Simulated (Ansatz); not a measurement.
# C2H2 + GeH3 radical: a complex and its separated parts

Aim: how far the complex at one end of a reaction step lies below its separated, relaxed parts, level by level.

Method: PBE0-D4/def2-TZVP structures, single points in def2-TZVPP, no counterpoise correction; program: Ansatz 0.2.0, Gaussian basis.

Levels: SPW92, PBE-D4, BLYP-D4, r2SCAN-D4, B97M-V, PBE0-D4, B3LYP-D4, r2SCAN0-D4, BHLYP-D4, CAM-B3LYP-D4, wB97X-V, wB97M-V, B2PLYP, PBE-QIDH, RPA on PBE, Hartree-Fock, MP2, CCSD, CCSD(T).

Correlated methods freeze the cores. Filled d shells of the heavier atoms are correlated. Orbitals are unrestricted. B3LYP uses VWN-RPA correlation. B2PLYP carries no dispersion term here.

56 further runs of the same task are left out: 56 set aside as unsound or not needed.

## 1. Where the work starts

The complex: 8 atoms, charge 0, spin multiplicity 2.

Atoms are counted from 1 here; the program's logs count them from 0.

Bond lengths: C1–C2 1.197 Å, C1–H4 1.065 Å, C2–H5 1.065 Å, Ge3–H6 1.543 Å, Ge3–H7 1.538 Å, Ge3–H8 1.538 Å. Angles: C2–C1–H4 179.7°, C1–C2–H5 179.7°, H6–Ge3–H7 110.8°, H6–Ge3–H8 110.8°, H7–Ge3–H8 111.3°.

Coordinates:

```
C    -1.3154   -0.1065   -1.4744
C    -0.4914   -0.9280   -1.7569
Ge    0.5792    0.6299    1.5253
H    -2.0511    0.6230   -1.2285
H     0.2437   -1.6579   -2.0033
H     0.9485    1.2510    2.8883
H     1.5554    1.0931    0.4305
H     0.5310   -0.9046    1.6189
```

Its parts: C2H2 holds atoms 1, 2, 4, 5; GeH3 radical holds atoms 3, 6, 7, 8. Each part counts its atoms afresh in its own runs.

## 2. Relaxing C2H2 alone

Input file relax-a/in.yaml:

```yaml
crystal:
  periodic: [false, false, false]
  atoms:
    - {symbol: C, position_ang: [-1.315426, -0.106456, -1.474385]}
    - {symbol: C, position_ang: [-0.491362, -0.927981, -1.756866]}
    - {symbol: H, position_ang: [-2.051069, 0.623002, -1.228472]}
    - {symbol: H, position_ang: [0.243702, -1.657871, -2.003313]}
basis:
  gaussian: {orbitals: def2-TZVP}
hamiltonian: {xc: pbe0, dispersion: d4}
relax: {f_tol: 0.005, max_steps: 200}
```

Launch:

```bash
ansatz run in.yaml --threads 4 --pin off --events-out ev --progress --plain --max-ram 9574MiB
```

Further steps of the session: Relaxing GeH3 radical alone; SPW92/def2-TZVPP; PBE-D4/def2-TZVPP; BLYP-D4/def2-TZVPP; r2SCAN-D4/def2-TZVPP; B97M-V/def2-TZVPP; PBE0-D4/def2-TZVPP; B3LYP-D4/def2-TZVPP; r2SCAN0-D4/def2-TZVPP; BHLYP-D4/def2-TZVPP; CAM-B3LYP-D4/def2-TZVPP; wB97X-V/def2-TZVPP; wB97M-V/def2-TZVPP; B2PLYP/def2-TZVPP; PBE-QIDH/def2-TZVPP; RPA on PBE/def2-TZVPP; CCSD(T)/def2-TZVPP; Vibrations of C2H2; Vibrations of GeH3 radical.

Q: Predict the outcome of this session. Wanted: complex less parts, CCSD(T)/def2-TZVPP; with zero-point energy; largest T1 diagnostic.

**Answer**, as computed:

```
                              quantity        value
complex less parts, CCSD(T)/def2-TZVPP  -4.1 kJ/mol
                with zero-point energy  -1.9 kJ/mol
                 largest T1 diagnostic        0.013
```

**Reading.** At CCSD(T) the complex lies 4.1 kJ/mol below its parts. The functionals run from wB97X-V, off by -0.6 kJ/mol, to SPW92, off by -5.2 kJ/mol, against CCSD(T). Mean unsigned error by rung: LDA 5.2, GGA 2.2, meta-GGA 1.4, hybrid 1.6, range-separated hybrid 0.7, double hybrid 2.0 kJ/mol. PBE-D4 gives a relative energy 2.7 kJ/mol too low, an error of 66 % of the reference. No counterpoise was applied, and triple zeta lacks some correlation, so the CCSD(T) reference has a basis error of its own, and close matches with it are partly luck.
